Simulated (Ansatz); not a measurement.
**Sn: response to strain**

Sn is deformed so: zz strain of -2 %. What stress and forces result, by LAPW, PAW and all-electron datasets made for the crystal?

Method: DFT PBEsol, scalar-relativistic, in Ansatz 0.2.0.

## Step 1: The structure to begin with

Symmetry: I4/mmm, No. 139, tetragonal system. Conventional cell: a = 3.182 Å, b = 3.182 Å, c = 5.831 Å, α = 90.00°, β = 90.00°, γ = 90.00°. Sn (site symmetry 4/mmm) is surrounded by 4 Sn at 3.18 Å.

Structure file:

```cif
data_structure
_symmetry_space_group_name_H-M 'P 1'
_symmetry_Int_Tables_number 1
_cell_length_a 3.6827
_cell_length_b 3.6827
_cell_length_c 3.6827
_cell_angle_alpha 128.816
_cell_angle_beta 128.816
_cell_angle_gamma 75.306
_cell_volume 29.51
loop_
_atom_site_label
_atom_site_type_symbol
_atom_site_fract_x
_atom_site_fract_y
_atom_site_fract_z
_atom_site_occupancy
Sn1 Sn 0.00000 0.00000 0.00000 1
```

## Step 2: After the deformation

Space group I4/mmm before, I4/mmm after.

## Step 3: All-electron LAPW

input.yaml

```yaml
crystal:
  lattice:
    - [-1.59075, 1.59075, 2.857337]
    - [1.59075, -1.59075, 2.857337]
    - [1.59075, 1.59075, -2.857337]
  atoms:
    - { symbol: Sn, position: [0.0, 0.0, 0.0] }
kpoints:
  mp_grid: { grid: [18, 18, 18] }
  band_path:
    path:
      - [0.0, 0.0, 0.0]
      - [0.0, 0.0, 0.5]
      - [0.25, 0.25, 0.25]
      - [0.0, 0.5, 0.0]
      - [0.0, 0.0, 0.0]
      - [0.5, 0.5, -0.5]
      - [0.3274855897, 0.6725144103, -0.3274855897]
      - [-0.3274855897, 0.3274855897, 0.3274855897]
      - [0.0, 0.0, 0.0]
    npoints: 5
scf:
  occupations: { method: fermi_dirac, width: 0.03 }
hamiltonian:
  xc: pbesol
  pseudopotentials: { kind: all_electron, lapw: { basis_error: 0.001 } }
output:
  forces: true
  stress: true
  eigenvalues: true
```

The run is started by

```sh
ansatz run input.yaml --threads 1 --pin off --max-ram 3072MiB --backend cpu --events-out ev --progress --plain --runs-dir out
```

## Step 4: Frozen-core PAW

input.yaml

```yaml
crystal:
  lattice:
    - [-1.59075, 1.59075, 2.857337]
    - [1.59075, -1.59075, 2.857337]
    - [1.59075, 1.59075, -2.857337]
  atoms:
    - { symbol: Sn, position: [0.0, 0.0, 0.0] }
kpoints:
  mp_grid: { grid: [18, 18, 18] }
scf:
  occupations: { method: fermi_dirac, width: 0.03 }
hamiltonian:
  xc: pbesol
  pseudopotentials: { kind: paw }
output:
  forces: true
  stress: true
  eigenvalues: true
  efg: { contact_densities: true }
```

## Step 5: All-electron PAW on datasets made for the crystal

Edit input.yaml of step 4 so:

```diff
@@ -13,3 +13,3 @@
   xc: pbesol
-  pseudopotentials: { kind: paw }
+  pseudopotentials: { kind: all_electron, datasets: crystal }
 output:
```

(Steps that only read results are left out.)

**Question.** What will these runs give? Wanted: pressure; largest shear or deviatoric stress.

**Answer**, as computed:

| quantity | value |
| --- | --- |
| pressure | LAPW -3.51, PAW -3.51, crystal datasets -3.51 GPa |
| largest shear or deviatoric stress (LAPW) | 1.41 GPa |

The largest part of the stress beyond the pressure is 1.41 GPa in size, in the zz component. No run of the undeformed cell stands beside it, so the pressure holds what the given cell had before the change. PAW: stress within 0.01 GPa of LAPW. Crystal datasets: stress within 0.01 GPa of LAPW.
